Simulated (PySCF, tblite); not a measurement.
**C7H11NOSi: geometry, infrared bands and NMR shifts**

Aim: predict the infrared bands and NMR shifts of C7H11NOSi (`C=C([SiH2]N)C(=O)CC#CC`).

Computed with tblite 0.8.0 and PySCF 2.14.0, with density-fitted response routines of our own, on a single molecule in the gas phase. Atoms count from 0, in the outputs and in this text.

### Step 1. The molecule as given

21 atoms, charge 0, multiplicity 1; geometry from: force field or distance geometry start.

Bonds of the start (Å): C0–C1 1.33, C1–Si2 1.86, Si2–N3 1.71, C1–C4 1.51, C4–O5 1.22, C4–C6 1.52, C6–C7 1.46, C7–C8 1.21, C8–C9 1.47, C0–H10 1.08, C0–H11 1.09, Si2–H12 1.48, Si2–H13 1.47, N3–H14 1.01, N3–H15 1.02, C6–H16 1.09, C6–H17 1.10, C9–H18 1.09, C9–H19 1.10, C9–H20 1.10.

### Step 2. Geometry optimisation with GFN2-xTB

What the job is given:

```
{"job": {"kind": "relax", "xc": "GFN2-xTB", "basis": "xTB"}, "charge": 0, "multiplicity": 1}
C      1.158500     1.166700    -0.810900
C      1.204200     0.481200     0.332700
Si     2.425000    -0.876800     0.678500
N      2.938300    -1.551900    -0.807300
C      0.274100     0.784700     1.487100
O      0.641800     0.617100     2.641300
C     -1.110700     1.344700     1.188800
C     -1.892900     0.477300     0.309100
C     -2.540700    -0.237500    -0.419100
C     -3.338000    -1.097300    -1.297400
H      1.826300     0.954300    -1.635500
H      0.441600     1.972400    -0.983200
H      1.804700    -2.010500     1.405300
H      3.645700    -0.392400     1.342600
H      2.154700    -2.054800    -1.208100
H      3.638300    -2.262100    -0.572500
H     -1.014300     2.356700     0.789300
H     -1.637400     1.433900     2.150700
H     -4.001500    -1.737300    -0.715200
H     -2.676700    -1.734900    -1.897300
H     -3.949800    -0.492400    -1.979300
```

Run with:

```bash
$ OMP_NUM_THREADS=1 python probes_run.py task.json out
```

This one command runs all jobs of the session in turn.

**Question.** This job is followed by: GFN2-xTB harmonic vibrations, gas phase; GIAO PBE0/pcSseg-1 NMR shielding, non-relativistic, gas phase. Predict these results of the whole session: strongest single infrared mode (GFN2-xTB); zero-point energy (GFN2-xTB); ¹³C shifts against TMS (PBE0/pcSseg-1); ¹H shifts against TMS (PBE0/pcSseg-1, means over atoms taken as alike); ²⁹Si shifts against TMS (PBE0/pcSseg-1); ¹⁵N shifts against NH3 (PBE0/pcSseg-1); ¹⁷O shifts against H2O (PBE0/pcSseg-1); surface potential, 1st and 99th percentile.

**Answer**, as computed:

```
                                                              quantity                                           value
                             strongest single infrared mode (GFN2-xTB)                           2207 cm⁻¹, 344 km/mol
                                          zero-point energy (GFN2-xTB)                                   98.1 kcal/mol
                                ¹³C shifts against TMS (PBE0/pcSseg-1)  207.8, 155.4, 145.2, 89.3, 82.3, 33.2, 4.9 ppm
¹H shifts against TMS (PBE0/pcSseg-1, means over atoms taken as alike)          6.87, 6.84, 5.02, 3.52, 1.94, 0.01 ppm
                               ²⁹Si shifts against TMS (PBE0/pcSseg-1)                                       -44.9 ppm
                                ¹⁵N shifts against NH3 (PBE0/pcSseg-1)                                         5.1 ppm
                                ¹⁷O shifts against H2O (PBE0/pcSseg-1)                                       661.2 ppm
                                 surface potential, 1st and 99th percentile                              -1.65 V and 1.48 V
```

What this shows: Over 86 steps the energy fell by 0.319 eV; of the close pairs, C1–C4 changed most, 1.513 to 1.466 Å. The lowest mode is imaginary (21i cm⁻¹), so the xTB geometry is not a minimum. The strongest single mode, at 2207 cm⁻¹, moves mainly H12. Unscaled tight-binding wavenumbers are off by several per cent, some by more. Its intensities can rank the bands wrongly. At PBE0/pcSseg-1: Shielding is most anisotropic at O5 (span 1212 ppm, paramagnetic term -724 ppm). By nearest atom (PBE0/pcSseg-1), the HOMO sits on O5 28 %; C8 19 % and the LUMO on C0, C4 about 23 % each; O5 19 %.
